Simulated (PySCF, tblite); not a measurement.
# C5H8BCl: geometry, infrared bands and NMR shifts

Aim: predict the infrared bands and NMR shifts of C5H8BCl (`C=C=C(C)CBCl`).

Programs: tblite 0.8.0 and PySCF 2.14.0, with density-fitted response routines of our own. Each step states its level of theory. These are calculated values for one molecule in the gas phase, unless marked as measured. Atoms are numbered from 0 throughout.

### Step 1. Starting geometry

15 atoms, charge 0, multiplicity 1; geometry from: force field or distance geometry start.

Bonds of the start (Å): C0–C1 1.29, C1–C2 1.32, C2–C3 1.45, C2–C4 1.47, C4–B5 1.58, B5–Cl6 1.87, C0–H7 1.07, C0–H8 1.07, C3–H9 1.13, C3–H10 1.11, C3–H11 1.12, C4–H12 1.11, C4–H13 1.12, B5–H14 1.18.

### Step 2. Optimising the geometry with GFN2-xTB

Job settings and geometry (Å):

```
{"job": {"kind": "relax", "xc": "GFN2-xTB", "basis": "xTB"}, "charge": 0, "multiplicity": 1}
C     -1.449400     1.762500    -0.302200
C     -0.835800     0.625700    -0.218100
C     -0.210200    -0.528800    -0.111100
C     -0.948500    -1.700900    -0.555200
C      1.153000    -0.481300     0.433200
B      1.637500     0.980500     0.796900
Cl     2.955200     1.743000    -0.285600
H     -2.014900     2.063300     0.548900
H     -1.327700     2.279400    -1.225500
H     -0.303400    -2.615200    -0.424500
H     -1.362600    -1.648000    -1.589000
H     -1.839400    -1.922000     0.092900
H      1.851200    -0.862600    -0.339300
H      1.216700    -1.173500     1.308300
H      1.473900     1.486000     1.848200
```

Started as:

```console
$ OMP_NUM_THREADS=1 python probes_run.py task.json out
```

This one command runs all jobs of the session in turn.

**Question.** This job is followed by: GFN2-xTB harmonic vibrations, gas phase; GIAO PBE0/pcSseg-1 NMR shielding, non-relativistic, gas phase. Predict these results of the whole session: strongest single infrared mode (GFN2-xTB); zero-point energy (GFN2-xTB); ¹³C shifts against TMS (PBE0/pcSseg-1); ¹H shifts against TMS (PBE0/pcSseg-1, means over atoms taken as alike); ¹¹B shifts against BF3·OEt2 (PBE0/pcSseg-1); ³⁵Cl shifts against HCl (PBE0/pcSseg-1).

**Answer**, as computed:

| quantity | value |
| --- | --- |
| strongest single infrared mode (GFN2-xTB) | 1086 cm⁻¹, 139 km/mol |
| zero-point energy (GFN2-xTB) | 71.2 kcal/mol |
| ¹³C shifts against TMS (PBE0/pcSseg-1) | 219.3, 98.7, 78.8, 35.6, 25.7 ppm |
| ¹H shifts against TMS (PBE0/pcSseg-1, means over atoms taken as alike) | 6.82, 4.83, 2.07, 1.94 ppm |
| ¹¹B shifts against BF3·OEt2 (PBE0/pcSseg-1) | 69.8 ppm |
| ³⁵Cl shifts against HCl (PBE0/pcSseg-1) | 322 ppm |

**Reading.** Over 111 steps the energy fell by 0.710 eV; of the close pairs, B5–Cl6 changed most, 1.868 to 1.690 Å. All 39 modes are real, so the xTB geometry is a minimum. The strongest single mode, at 1086 cm⁻¹, is carried by H14, B5, H12. GFN2-xTB is a fitted tight-binding method: band positions and strengths are rough. Its intensities can rank the bands wrongly. C1 (central carbon of an allene) lies farthest downfield among carbon, at 219.3 ppm; the central sp carbon of an allene is among the most deshielded carbons of hydrocarbons. At PBE0/pcSseg-1: The widest tensor belongs to Cl6: span 735 ppm, with a paramagnetic part of -521 ppm.
